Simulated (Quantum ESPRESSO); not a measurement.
## SnSe2: equation of state with LDA

Crystal: SnSe2.

```
Sn Se
1.0
     3.81100    0.00000    0.00000
    -1.90550    3.30042    0.00000
     0.00000    0.00000    6.13600
Sn Se
1 2
Direct
  0.00000 0.00000 0.00000
  0.66667 0.33333 0.75100
  0.33333 0.66667 0.24900
```

```
Program             : Quantum ESPRESSO 7.5
Task                : equation of state
Functional          : LDA
Potentials or basis : GBRV 1.5 LDA
Cutoff              : 925 eV
Density cutoff      : 7401 eV
k mesh              : 8 × 8 × 5
Occupations         : fermi-dirac, width 0.05 eV
Spin                : no spin polarisation
```

| Property | Result |
| --- | --- |
| Equilibrium volume | 26.04 Å³/atom |
| Bulk modulus at fixed shape and positions | 69 GPa |
| Pressure derivative of the bulk modulus | 4.7 |

Energy against volume, from the lowest point:
| volume (Å³/atom) | energy (meV/atom) |
| --- | --- |
| 24.182 | 32.85 |
| 24.697 | 16.37 |
| 25.212 | 5.80 |
| 25.726 | 0.52 |
| 26.241 | 0.00 |
| 26.755 | 3.67 |
| 27.270 | 11.10 |

All runs of the series together: 5.2 min on 2 threads of Arm Neoverse V2, on a shared host.

Caveat: the cell was scaled at fixed shape and fractional positions, which overstates the stiffness of a crystal with free parameters, most of all of layers and chains.
